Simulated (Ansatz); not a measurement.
# FH6InO2Si2: one species, many methods

One table from this session's results is given with a row withheld; the runs are named, their logs left out.

Computed with Ansatz 0.2.0, Gaussian basis. Level: functionals in def2-TZVPP, the program's frozen cores in correlated methods.

Plan: LDA (SPW92), PBE-D4, revPBE-D4, BLYP-D4, r2SCAN-D4, B97M-V, PBE0-D4, B3LYP-D4, r2SCANh-D4, r2SCAN0-D4, HSE06-D4, BHLYP-D4, CAM-B3LYP-D4, LC-ωPBE, ωB97X-V, ωB97M-V, B2PLYP, PBE-QIDH; CCSD(T)/def2-SVP; CCSD(T)/def2-TZVPP; MP2/def2-QZVPP; extrapolation to the limit.

3 further runs of the same task are left out: 2 for a known fault of the program, 1 that didn't finish.

## The relaxed structure

All runs share one geometry, relaxed beforehand with PBE0-D4 in a triple-zeta def2 set. In takes the def2 core potential; no spin-orbit term is included.

SMILES `[F][In]([O][SiH3])[O][SiH3]`, 12 atoms, charge 0, spin multiplicity 1.

Atoms are counted from 1 here; the program's logs count them from 0.

Bond lengths: F1–In2 1.938 Å, In2–O3 1.944 Å, In2–O5 1.944 Å, O3–Si4 1.640 Å, Si4–H7 1.485 Å, Si4–H8 1.489 Å, Si4–H9 1.489 Å, O5–Si6 1.640 Å, Si6–H10 1.485 Å, Si6–H11 1.489 Å, Si6–H12 1.489 Å. Angles: F1–In2–O3 118.4°, F1–In2–O5 118.5°, O3–In2–O5 123.1°, In2–O3–Si4 135.5°, O3–Si4–H7 107.8°, O3–Si4–H8 111.0°, O3–Si4–H9 111.0°, H7–Si4–H8 109.3°, H7–Si4–H9 109.3°, H8–Si4–H9 108.3°, In2–O5–Si6 135.6°, O5–Si6–H10 107.8°, O5–Si6–H11 111.0°, O5–Si6–H12 111.0°, H10–Si6–H11 109.3°, H10–Si6–H12 109.3°, H11–Si6–H12 108.3°.

As a file:

| atom | x (Å) | y (Å) | z (Å) |
| --- | --- | --- | --- |
| F1 | -1.9218 | -0.2770 | -0.9959 |
| In2 | -0.2153 | -0.0307 | -0.1111 |
| O3 | 0.1403 | -1.0405 | 1.5115 |
| Si4 | -0.6849 | -2.1356 | 2.4117 |
| O5 | 1.0601 | 1.2142 | -0.8873 |
| Si6 | 1.0885 | 2.1938 | -2.2025 |
| H7 | 0.1789 | -2.5283 | 3.5537 |
| H8 | -1.0183 | -3.3445 | 1.6094 |
| H9 | -1.9530 | -1.5537 | 2.9310 |
| H10 | 2.3950 | 2.8992 | -2.2156 |
| H11 | -0.0113 | 3.1957 | -2.1468 |
| H12 | 0.9417 | 1.4072 | -3.4579 |

Set-up of the first run:

Contents of in.yaml:

```yaml
crystal:
  periodic: [false, false, false]
  atoms:
    - {symbol: F, position_ang: [-1.921784, -0.277005, -0.995943]}
    - {symbol: In, position_ang: [-0.215261, -0.030662, -0.111141]}
    - {symbol: O, position_ang: [0.140335, -1.040494, 1.511548]}
    - {symbol: Si, position_ang: [-0.684887, -2.135582, 2.411683]}
    - {symbol: O, position_ang: [1.060132, 1.214240, -0.887321]}
    - {symbol: Si, position_ang: [1.088484, 2.193839, -2.202518]}
    - {symbol: H, position_ang: [0.178927, -2.528303, 3.553655]}
    - {symbol: H, position_ang: [-1.018344, -3.344499, 1.609366]}
    - {symbol: H, position_ang: [-1.952995, -1.553683, 2.930970]}
    - {symbol: H, position_ang: [2.394962, 2.899219, -2.215593]}
    - {symbol: H, position_ang: [-0.011264, 3.195697, -2.146816]}
    - {symbol: H, position_ang: [0.941715, 1.407233, -3.457879]}
basis:
  gaussian: {orbitals: def2-TZVPP}
hamiltonian: {xc: lda}
output: {orbitals: {seedname: orbitals}}
```

Among the steps run: LDA; PBE-D4 (GGA); revPBE-D4 (GGA); BLYP-D4 (GGA); r2SCAN-D4 (meta-GGA); B97M-V (meta-GGA); PBE0-D4 (hybrid); B3LYP-D4 (hybrid); r2SCANh-D4 (hybrid); r2SCAN0-D4 (hybrid); HSE06-D4 (hybrid); BHLYP-D4 (hybrid); CAM-B3LYP-D4 (range-separated); LC-ωPBE (range-separated); ωB97X-V (range-separated); ωB97M-V (range-separated); B2PLYP (double hybrid); PBE-QIDH (double hybrid).

One table of the session follows, with a row left open; its other results are not shown here.

It belongs to the step «Orbital energies across the functionals». 

```
  functional  HOMO (eV)  LUMO (eV)  gap (eV)
 LDA (SPW92)      -7.48      -4.02      3.45
      PBE-D4      -7.36      -3.68      3.68
   revPBE-D4      -7.31      -3.53      3.78
     BLYP-D4      -7.28      -3.65      3.63
   r2SCAN-D4      -7.71      -3.45      4.26
      B97M-V      -7.82      -3.66      4.17
     PBE0-D4      -8.80      -2.74      6.07
    B3LYP-D4      -8.60      -3.08      5.52
  r2SCANh-D4      -8.25      -3.11      5.13
  r2SCAN0-D4      -9.05      -2.61      6.44
    HSE06-D4      -8.40      -3.11      5.29
    BHLYP-D4     -10.20      -1.86      8.34
CAM-B3LYP-D4     -10.24      -1.78      8.46
     LC-ωPBE     -11.58      -0.38     11.20
     ωB97X-V     -11.25      -0.61     10.63
     ωB97M-V          ?          ?         ?
```

Estimate the missing values for ωB97M-V.

The run gave: HOMO (eV): -11.11; LUMO (eV): -0.81; gap (eV): 10.30. In the column «HOMO (eV)» it lies between ωB97X-V (-11.25) and CAM-B3LYP-D4 (-10.24).
